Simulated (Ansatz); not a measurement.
**CH5NO2SW: basis-set convergence**

An exercise on one series of results from a longer session: the logs are not shown, and one member is left open.

Computed with Ansatz 0.2.0, Gaussian basis. Level: one geometry, several basis sets.

Plan: PBE0-D4/def2-SVP; ωB97M-V/def2-SVP; PBE0-D4/def2-QZVPP; ωB97M-V/def2-QZVPP; the functionals' def2-TZVPP values are taken from earlier runs.

### The geometry

The geometry comes from an earlier relaxation with PBE0-D4 in a triple-zeta def2 set; it is a stationary point, not always the lowest conformer. W takes the def2 core potential; no spin-orbit term is included.

SMILES `C[O][W]([NH2])(=[O])=[S]`, 11 atoms, charge 0, spin multiplicity 1.

Atoms are counted from 1 here; the program's logs count them from 0.

Bond lengths: C1–O2 1.407 Å, C1–H7 1.093 Å, C1–H8 1.093 Å, C1–H9 1.092 Å, O2–W3 1.858 Å, W3–N4 1.933 Å, W3–O5 1.702 Å, W3–S6 2.143 Å, N4–H10 1.009 Å, N4–H11 1.009 Å. Angles: O2–C1–H7 110.6°, O2–C1–H8 109.6°, O2–C1–H9 108.7°, H7–C1–H8 109.3°, H7–C1–H9 109.6°, H8–C1–H9 109.0°, C1–O2–W3 139.1°, O2–W3–N4 111.0°, O2–W3–O5 108.5°, O2–W3–S6 109.0°, N4–W3–O5 107.5°, N4–W3–S6 108.6°, O5–W3–S6 112.4°, W3–N4–H10 122.9°, W3–N4–H11 124.3°, H10–N4–H11 111.9°.

Set-up of the first run:

in.yaml

```yaml
crystal:
  periodic: [false, false, false]
  atoms:
    - {symbol: C, position_ang: [-0.490220, -1.057013, 1.728479]}
    - {symbol: O, position_ang: [0.435887, -0.472843, 0.844834]}
    - {symbol: W, position_ang: [0.509628, 0.895766, -0.410065]}
    - {symbol: N, position_ang: [0.286318, 0.204058, -2.201664]}
    - {symbol: O, position_ang: [2.048128, 1.619255, -0.330308]}
    - {symbol: S, position_ang: [-1.068459, 2.290291, -0.012673]}
    - {symbol: H, position_ang: [-1.284063, -0.347814, 1.978257]}
    - {symbol: H, position_ang: [-0.930782, -1.944287, 1.265642]}
    - {symbol: H, position_ang: [0.034381, -1.354373, 2.639162]}
    - {symbol: H, position_ang: [1.060716, 0.046328, -2.828913]}
    - {symbol: H, position_ang: [-0.601534, 0.120643, -2.672730]}
basis:
  gaussian: {orbitals: def2-SVP}
hamiltonian: {xc: pbe0, dispersion: d4}
output: {orbitals: {seedname: orbitals}}
```

Launch:

```sh
$ ansatz run in.yaml --threads 2 --pin off --events-out ev --progress --plain --max-ram 20480MiB --backend cpu
```

Steps of the session up to this table: PBE0-D4 in def2-SVP; ωB97M-V in def2-SVP; PBE0-D4 in def2-QZVPP; ωB97M-V in def2-QZVPP.

One table of the session follows, with a row left open; its other results are not shown here.

It belongs to the step «Density functionals: the series». 

```
functional       basis  HOMO (eV)  LUMO (eV)
   PBE0-D4    def2-SVP      -7.35      -1.96
   PBE0-D4  def2-TZVPP      -7.37      -2.01
   PBE0-D4  def2-QZVPP      -7.40      -2.06
   ωB97M-V    def2-SVP      -9.45       0.12
   ωB97M-V  def2-TZVPP          ?          ?
   ωB97M-V  def2-QZVPP      -9.54      -0.04
```

Estimate the missing values for ωB97M-V, def2-TZVPP.

The run gave: HOMO (eV): -9.50; LUMO (eV): 0.03. In the column «HOMO (eV)» it lies between ωB97M-V, def2-QZVPP (-9.54) and ωB97M-V, def2-SVP (-9.45).
